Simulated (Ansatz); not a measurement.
# C4H8F2O2Si2: taking an electron away

The task here is to estimate one member of a computed series from the others.

Method: unrestricted cation, the program's frozen cores in correlated methods; program: Ansatz 0.2.0, Gaussian basis.

The runs, in order: UKS PBE-D4/def2-TZVPP; UKS r2SCAN-D4/def2-TZVPP; UKS PBE0-D4/def2-TZVPP; UKS B3LYP-D4/def2-TZVPP; UKS wB97X-V/def2-TZVPP; UKS wB97M-V/def2-TZVPP; UKS B2PLYP/def2-TZVPP; then −ε(HOMO) from the neutral's earlier runs with LDA (SPW92), PBE-D4, revPBE-D4, BLYP-D4, r2SCAN-D4, B97M-V, PBE0-D4, B3LYP-D4, r2SCANh-D4, r2SCAN0-D4, HSE06-D4, BHLYP-D4, CAM-B3LYP-D4, LC-ωPBE, ωB97X-V, ωB97M-V.

## Structure used throughout

An earlier PBE0-D4 in a triple-zeta def2 set relaxation fixed the geometry.

SMILES `CO[Si@H](F)C#C[Si@@H](F)OC`, 18 atoms, charge 0, spin multiplicity 1.

Atoms are counted from 1 here; the program's logs count them from 0.

Bond lengths: C1–O2 1.415 Å, C1–H11 1.093 Å, C1–H12 1.090 Å, C1–H13 1.094 Å, O2–Si3 1.615 Å, Si3–F4 1.593 Å, Si3–C5 1.827 Å, Si3–H14 1.469 Å, C5–C6 1.214 Å, C6–Si7 1.827 Å, Si7–F8 1.593 Å, Si7–O9 1.615 Å, Si7–H15 1.469 Å, O9–C10 1.415 Å, C10–H16 1.090 Å, C10–H17 1.094 Å, C10–H18 1.093 Å. Angles: O2–C1–H11 110.6°, O2–C1–H12 108.0°, O2–C1–H13 111.3°, H11–C1–H12 108.9°, H11–C1–H13 109.1°, H12–C1–H13 108.9°, C1–O2–Si3 126.7°, O2–Si3–F4 111.4°, O2–Si3–C5 110.3°, O2–Si3–H14 107.9°, F4–Si3–C5 106.1°, F4–Si3–H14 108.6°, C5–Si3–H14 112.6°, Si3–C5–C6 178.3°, C5–C6–Si7 178.3°, C6–Si7–F8 106.1°, C6–Si7–O9 110.3°, C6–Si7–H15 112.6° and more.

The first run:

File in.yaml:

```yaml
crystal:
  periodic: [false, false, false]
  atoms:
    - {symbol: C, position_ang: [-0.232223, 1.165442, -3.295453]}
    - {symbol: O, position_ang: [1.029430, 0.544507, -3.140225]}
    - {symbol: Si, position_ang: [1.438673, -0.544360, -2.020596]}
    - {symbol: F, position_ang: [0.743188, -1.950409, -2.295382]}
    - {symbol: C, position_ang: [0.860296, -0.007121, -0.372849]}
    - {symbol: C, position_ang: [0.483025, 0.383438, 0.712810]}
    - {symbol: Si, position_ang: [-0.058203, 0.929839, 2.370141]}
    - {symbol: F, position_ang: [-1.389807, 1.773438, 2.143549]}
    - {symbol: O, position_ang: [-0.324386, -0.347174, 3.321522]}
    - {symbol: C, position_ang: [-1.044585, -1.517458, 2.985051]}
    - {symbol: H, position_ang: [-0.937565, 0.486171, -3.781140]}
    - {symbol: H, position_ang: [-0.098668, 2.045826, -3.924396]}
    - {symbol: H, position_ang: [-0.643076, 1.478122, -2.330587]}
    - {symbol: H, position_ang: [2.895794, -0.722636, -2.077072]}
    - {symbol: H, position_ang: [0.933209, 1.787091, 3.033759]}
    - {symbol: H, position_ang: [-0.794429, -2.287666, 3.714888]}
    - {symbol: H, position_ang: [-0.777250, -1.875396, 1.986089]}
    - {symbol: H, position_ang: [-2.120920, -1.330354, 3.021591]}
basis:
  gaussian: {orbitals: def2-TZVPP}
total_charge: 1
magnetization: {spin_polarized: true, initial_magnetization: 1}
hamiltonian: {xc: pbe, dispersion: d4}
```

Among the steps run: Cation, UKS PBE-D4/def2-TZVPP; Cation, UKS r2SCAN-D4/def2-TZVPP; Cation, UKS PBE0-D4/def2-TZVPP; Cation, UKS B3LYP-D4/def2-TZVPP; Cation, UKS wB97X-V/def2-TZVPP; Cation, UKS wB97M-V/def2-TZVPP; Cation, UKS B2PLYP (frozen core)/def2-TZVPP.

One table of the session follows, with a row left open; its other results are not shown here.

It belongs to the step «Ionisation energies side by side». Orbital estimates, from the neutral's runs:

| functional | −ε(HOMO) (eV) |
| --- | --- |
| LDA (SPW92) | 7.43 |
| PBE-D4 | 7.25 |
| revPBE-D4 | 7.18 |
| BLYP-D4 | 7.12 |
| r2SCAN-D4 | 7.57 |
| B97M-V | 7.65 |
| PBE0-D4 | 8.69 |
| B3LYP-D4 | ? |
| r2SCANh-D4 | 8.11 |
| r2SCAN0-D4 | 8.89 |
| HSE06-D4 | 8.28 |
| BHLYP-D4 | 9.84 |
| CAM-B3LYP-D4 | 10.06 |
| LC-ωPBE | 11.47 |
| ωB97X-V | 11.08 |
| ωB97M-V | 10.98 |

Estimate the missing values for B3LYP-D4.

Worked estimate for «−ε(HOMO) (eV)». Against the share of exact exchange, BLYP-D4 (0, 7.12), BHLYP-D4 (0.5, 9.84) give a slope of 5.44 per unit share; at 0.2 the line stands at 8.21.

**Answer.** −ε(HOMO) (eV): 8.42. In «−ε(HOMO) (eV)» the line misses by -0.21.
